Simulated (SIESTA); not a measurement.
# Sr2AlBiO6: equation of state with LDA

The system is Sr2AlBiO6.

```xyz
10
Lattice="0.0000 4.0318 4.0318 4.0318 0.0000 4.0318 4.0318 4.0318 0.0000" Properties=species:S:1:pos:R:3 pbc="T T T"
Bi    4.0318    4.0318    4.0318
Sr    6.0477    6.0477    6.0477
Sr    2.0159    2.0159    2.0159
Al    0.0000    0.0000    0.0000
O     4.0318    4.0318    6.1392
O     4.0318    4.0318    1.9244
O     4.0318    6.1392    4.0318
O     4.0318    1.9244    4.0318
O     6.1392    4.0318    4.0318
O     1.9244    4.0318    4.0318
```

The cell comes from a database or a generator and needn't be the stable form of this composition.

```
Program             : SIESTA 5.4.2
Task                : equation of state
Functional          : LDA
Potentials or basis : PseudoDojo 0.4 standard (LDA files)
Basis               : DZP (energy shift 0.003 Ry; two zetas on semicore shells; d shell added on Sr)
Grid cutoff         : 800 Ry
Energy shift        : 0.003 Ry
k mesh              : 4 × 4 × 4
Occupations         : fermi-dirac, width 0.05 eV
Spin                : no spin polarisation
```

```yaml
Equilibrium_volume: 12.44 Å³/atom
Bulk_modulus_at_fixed_shape_and_positions: 155 GPa
Pressure_derivative_of_the_bulk_modulus: "4.2 (rough: it moves with the points fitted)"
```

Energy against volume, from the lowest point:
| volume (Å³/atom) | energy (meV/atom) |
| --- | --- |
| 12.321 | 0.00 |
| 12.583 | 0.32 |
| 12.846 | 5.55 |
| 13.108 | 15.37 |
| 13.370 | 29.21 |
| 13.632 | 46.69 |
| 13.894 | 67.34 |

All runs of the series together: 18 min on 1 thread of Intel(R) Xeon(R) 6975P-C (Granite Rapids) (shared host).

Caveat: the cell was scaled at fixed shape and fractional positions, which overstates the stiffness of a crystal with free parameters, most of all of layers and chains; the basis of atomic orbitals isn't converged, which shifts pressures, moduli and gaps.
